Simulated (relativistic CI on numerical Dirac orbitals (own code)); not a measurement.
**Ru⁶⁺: resonant inelastic X-ray scattering at the M2,3 edge**

Which low excitations of Ru⁶⁺ show in RIXS, and at which incident energy? 6 crystal fields.

Method: Dirac-Coulomb-Breit CI, KLI orbitals optimised for each configuration, model QED (radiative potential, 1s self-energy scaled to tabulated hydrogen-like ionisation energies), Kramers-Heisenberg scattering through one core-hole configuration in a parametric crystal field. Code: relativistic CI on numerical Dirac orbitals (own code) version 3.

## 1. The atom as given

* ion: Ru⁶⁺ (Ru VII)
* nuclear charge: 44
* electrons: 38
* configurations: [Kr] 4d2 → [Ne] 3s2 3p5 3d10 4s2 4p6 4d3
* temperature: 300 K
* core-hole width: 2 eV
* field 1 (cm⁻¹): D4h, 10Dq = 28150, Ds = -1500, Dt = 90
* field 2 (cm⁻¹): D4h, 10Dq = 28150, Ds = -860, Dt = 90
* field 3 (cm⁻¹): D4h, 10Dq = 28150, Ds = -210, Dt = 90
* field 4 (cm⁻¹): D4h, 10Dq = 28150, Ds = 430, Dt = 90
* field 5 (cm⁻¹): D4h, 10Dq = 28150, Ds = 1070, Dt = 90
* field 6 (cm⁻¹): D4h, 10Dq = 28150, Ds = 1710, Dt = 90

## 2. Field 1: D4h, 10Dq = 28150, Ds = -1500, Dt = 90

Input settings:

```ini
atom Ru  Z=44  charge=6  electrons=38
nucleus A=102  rms_radius_fm=4.4809
hamiltonian dirac-coulomb  breit=on  qed=on  c_scale=1
orbitals kli  potential=per-configuration
slater_scale 1
correlation none
mixing on
configurations
  [Kr] 4d2
  [Ne] 3s2 3p5 3d10 4s2 4p6 4d3
end
rixs M2,3 T=300 core_hole_width=2
crystal_field D4h 10Dq=28150 Ds=-1500 Dt=90
```

Launch:

```sh
> python run_levels.py task.json out
```

One command runs all members of the session, one after another, from task.json.

## 3. Field 2: D4h, 10Dq = 28150, Ds = -860, Dt = 90

The settings differ from step 2 so:

```diff
@@ -12,2 +12,2 @@
 rixs M2,3 T=300 core_hole_width=2
-crystal_field D4h 10Dq=28150 Ds=-1500 Dt=90
+crystal_field D4h 10Dq=28150 Ds=-860 Dt=90
```

## 4. Field 3: D4h, 10Dq = 28150, Ds = -210, Dt = 90

The settings differ from step 3 so:

```diff
@@ -12,2 +12,2 @@
 rixs M2,3 T=300 core_hole_width=2
-crystal_field D4h 10Dq=28150 Ds=-860 Dt=90
+crystal_field D4h 10Dq=28150 Ds=-210 Dt=90
```

## 5. Field 4: D4h, 10Dq = 28150, Ds = 430, Dt = 90

The settings differ from step 4 so:

```diff
@@ -12,2 +12,2 @@
 rixs M2,3 T=300 core_hole_width=2
-crystal_field D4h 10Dq=28150 Ds=-210 Dt=90
+crystal_field D4h 10Dq=28150 Ds=430 Dt=90
```

## 6. Field 5: D4h, 10Dq = 28150, Ds = 1070, Dt = 90

The settings differ from step 5 so:

```diff
@@ -12,2 +12,2 @@
 rixs M2,3 T=300 core_hole_width=2
-crystal_field D4h 10Dq=28150 Ds=430 Dt=90
+crystal_field D4h 10Dq=28150 Ds=1070 Dt=90
```

## 7. Field 6: D4h, 10Dq = 28150, Ds = 1710, Dt = 90

The settings differ from step 6 so:

```diff
@@ -12,2 +12,2 @@
 rixs M2,3 T=300 core_hole_width=2
-crystal_field D4h 10Dq=28150 Ds=1070 Dt=90
+crystal_field D4h 10Dq=28150 Ds=1710 Dt=90
```

(Steps that only read results are left out.)

**Question.** What will these runs give? Wanted: incident energies, field 1.

The runs gave:

| field | S, thermal mean | first incident energy (eV) | lowest loss over 0.08 eV (eV) | strongest such loss there (eV) | its level |
| --- | --- | --- | --- | --- | --- |
| 1: D4h | 1.00 | 475.6 | 0.116 | 3.460 | E, S = 1.0 |
| 2: D4h | 1.00 | 475.6 | 0.102 | 3.389 | E, S = 1.0 |
| 3: D4h | 1.00 | 475.5 | 0.278 | 3.316 | E, S = 1.0 |
| 4: D4h | 1.00 | 475.6 | 0.086 | 3.424 | E, S = 1.0 |
| 5: D4h | 1.00 | 475.8 | 0.247 | 4.927 | E, S = 1.0 |
| 6: D4h | 1.00 | 475.9 | 0.445 | 4.975 | E, S = 1.0 |

| quantity | value |
| --- | --- |
| incident energies, field 1 | 475.6, 497.9 eV |
| strongest loss over 0.08 eV, field 1 | 3.46 eV |

In words: In field 1 the strongest loss over 0.08 eV at the first resonance is 3.46 eV (E, S = 1.0). Spin-orbit coupling in the valence shell mixes spin states, so S is only an average. Only the lowest levels kept in the record count, and labels are spin-orbit irreps. Polarisations are summed, and charge-transfer losses are outside the model.
